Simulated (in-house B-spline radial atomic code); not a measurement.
# Ni¹³⁺: excited configurations

Aim: the energies of several excited configurations of Ni¹³⁺ above a reference configuration, each from its own self-consistent run.

The numbers are computed with in-house B-spline radial atomic code version 1 (Dirac-Hartree-Fock, average of configuration, Fermi nucleus, basis-set limit), except any that are marked as measured or tabulated.

## (1) The atom as given

```
element       : nickel (Z = 28)
charge        : +13
electrons     : 15
configuration : [Ne] 3s2 3p3
Hamiltonian   : Dirac-Coulomb
nucleus       : Fermi, rms radius 3.776 fm
```

Outer shells as boxes (Hund's rule):

[Ne] 3s2 3p3
```
[Ne] core
3s [↑↓]
3p [↑ ][↑ ][↑ ]
```

The boxes draw the filling by Hund's rule, which heavy ions in jj coupling don't follow; these runs average over all states of the configuration.

Input settings:

```ini
Z = 28
electrons = 15.0
configuration = [Ne] 3s2 3p3
hamiltonian = dirac
method = hf
spin_polarised = False
nucleus = fermi
rms_radius = 3.7757
mass_number = 58
atomic_mass = 57.93534165
speed_of_light = 137.035999084
```

The reference is known from an earlier run: -1443.757217 hartree in all. Up to eight levels, counted from the top:

| orbital | occupation | energy (eV) | <r> (bohr) |
| --- | --- | --- | --- |
| 1s1/2 | 2 | -8818.63 | 0.05405 |
| 2s1/2 | 2 | -1455.14 | 0.2414 |
| 2p1/2 | 2 | -1316.78 | 0.2110 |
| 2p3/2 | 4 | -1298.85 | 0.2140 |
| 3s1/2 | 2 | -465.78 | 0.6433 |
| 3p1/2 | 1 | -424.84 | 0.6371 |
| 3p3/2 | 2 | -421.48 | 0.6422 |

## (2) [Ne] 3s1 3p3 5p1

Input settings:

```ini
Z = 28
electrons = 15.0
configuration = [Ne] 3s1 3p3 5p1
hamiltonian = dirac
method = hf
spin_polarised = False
nucleus = fermi
rms_radius = 3.7757
mass_number = 58
atomic_mass = 57.93534165
speed_of_light = 137.035999084
```

## (3) Configuration [He] 2s2 2p5 3s2 3p3 4s1

The settings differ from step 2 so:

```diff
@@ -2,3 +2,3 @@
 electrons = 15.0
-configuration = [Ne] 3s1 3p3 5p1
+configuration = [He] 2s2 2p5 3s2 3p3 4s1
 hamiltonian = dirac
```

## (4) Configuration [Ne] 3s1 3p3 7p1

The settings differ from step 3 so:

```diff
@@ -2,3 +2,3 @@
 electrons = 15.0
-configuration = [He] 2s2 2p5 3s2 3p3 4s1
+configuration = [Ne] 3s1 3p3 7p1
 hamiltonian = dirac
```

## (5) [Ne] 3s1 3p3 4f1

The settings differ from step 4 so:

```diff
@@ -2,3 +2,3 @@
 electrons = 15.0
-configuration = [Ne] 3s1 3p3 7p1
+configuration = [Ne] 3s1 3p3 4f1
 hamiltonian = dirac
```

## (6) Configuration [He] 2s2 2p5 3s2 3p3 7s1

The settings differ from step 5 so:

```diff
@@ -2,3 +2,3 @@
 electrons = 15.0
-configuration = [Ne] 3s1 3p3 4f1
+configuration = [He] 2s2 2p5 3s2 3p3 7s1
 hamiltonian = dirac
```

**Question.** How far above the reference does each configuration lie (order and size, in eV)?

As calculated:

| net move | configuration | energy above the reference (eV) | with Breit, QED, recoil (eV) | largest <r> (bohr) |
| --- | --- | --- | --- | --- |
| 3s → 4f | [Ne] 3s1 3p3 4f1 | 293.62 | 293.39 | 1.22 |
| 3s → 5p | [Ne] 3s1 3p3 5p1 | 338.15 | 337.95 | 2.20 |
| 3s → 7p | [Ne] 3s1 3p3 7p1 | 403.81 | 403.58 | 4.60 |
| 2p → 4s | [He] 2s2 2p5 3s2 3p3 4s1 | 1068.87 | 1068.03 | 1.27 |
| 2p → 7s | [He] 2s2 2p5 3s2 3p3 7s1 | 1233.43 | 1232.53 | 4.44 |

Quantum defects of the promoted electron, δ = n − ζ/√(−2ε) with ζ = 14 and ε its orbital energy in hartree:

| promotion | δ |
| --- | --- |
| 3s → 4f | 0.058 |
| 3s → 5p | 0.419 |
| 3s → 7p | 0.410 |
| 2p → 4s | 0.588 |
| 2p → 7s | 0.566 |

What this shows: The lowest of them is 3s → 4f at 293.62 eV and the highest 2p → 7s at 1233.43 eV. 2 of them lie more than 2 % above the ionisation threshold that Koopmans' theorem gives (421.48 eV), where such states can decay by emitting an electron. Of those tabulated, the defect is largest for 4s (0.59) and least for 4f (0.06): low angular momentum penetrates the core, high angular momentum stays outside it. Two partly filled shells share a symmetry and can mix in the average, which may lower the energy, for: 3s → 5p; 3s → 7p; 2p → 4s; 2p → 7s. These are averages over configurations, without correlation, not spectroscopic levels.
